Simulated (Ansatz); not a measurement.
# Mo: levels at named points

Aim: the band edges of Mo at several levels of theory, all at one geometry, and what each level costs.

This is Mo in the hcp structure; at room conditions it is bcc.

Computed with Ansatz 0.2.0 (DFT PBEsol, scalar-relativistic, plane waves, PAW, unless a step's input says otherwise).

That is the level of the relaxation; later steps name their own.

### Step 1. The structure to begin with

The structure is hexagonal, space group P6_3/mmc (No. 194). Conventional cell: a = 2.755 Å, b = 2.755 Å, c = 4.360 Å, α = 90.00°, β = 90.00°, γ = 120.00°. Around Mo (site symmetry -6m2) lie 12 Mo at 2.70 to 2.76 Å.

As a file:

```
Mo
1.0
     2.75536    0.00000    0.00000
    -1.37768    2.38621    0.00000
     0.00000    0.00000    4.36033
Mo
2
Direct
  0.33333 0.66667 0.25000
  0.66667 0.33333 0.75000
```

(A quick probe on a coarse mesh, which set the mesh and smearing, is not shown.)

### Step 3. A loose first relaxation

Contents of input.yaml:

```yaml
crystal:
  lattice:
    - [2.75536246, 0.0, 0.0]
    - [-1.37768123, 2.38621389, 0.0]
    - [0.0, 0.0, 4.36033208]
  atoms:
    - { symbol: Mo, position: [0.33333333, 0.66666667, 0.25] }
    - { symbol: Mo, position: [0.66666667, 0.33333333, 0.75] }
basis:
  ecutwfc: 420
kpoints:
  mp_grid: { grid: [9, 9, 6] }
hamiltonian:
  xc: pbesol
scf:
  occupations: { method: gaussian, width: 0.1 }
output:
  forces: true
  stress: true
  eigenvalues: true
relax:
  adjacent_minimum: "off"
  f_tol: 0.05
  max_steps: 80
  cell: { stress_tol: 0.5 }
```

The run is started by

```sh
ansatz run input.yaml --threads 1 --pin off --max-ram 2560MiB --backend cpu --events-out ev --progress --plain --runs-dir out
```

The session goes on with these runs: relaxing cell and atoms; the run at PBEsol; the run at r2SCAN; the run at PBEsol, spin-orbit coupling.

**Question.** What will these runs give? Wanted: relaxed cell; volume; gap, PBEsol; gap, r2SCAN; gap, PBEsol, spin-orbit coupling.

The runs gave:

| quantity | value |
| --- | --- |
| relaxed cell | a = 2.730 Å, b = 2.730 Å, c = 4.839 Å, α = 90.00°, β = 90.00°, γ = 120.00° |
| space group (0.01 Å) | P6_3/mmc (No. 194) |
| volume | 15.62 Å³/atom |
| gap, PBEsol | 0.00 eV |
| gap, r2SCAN | 0.00 eV |
| gap, PBEsol, spin-orbit coupling | 0.00 eV |

The cell grew by 9.0 % in volume on relaxing. The shape changed too: the edges of the input's cell moved by -0.9, -0.9, +11.0 %. No level opens a gap. PBEsol, spin-orbit coupling took about 5.3 times the CPU time of PBEsol, on unlike meshes where the table says so.
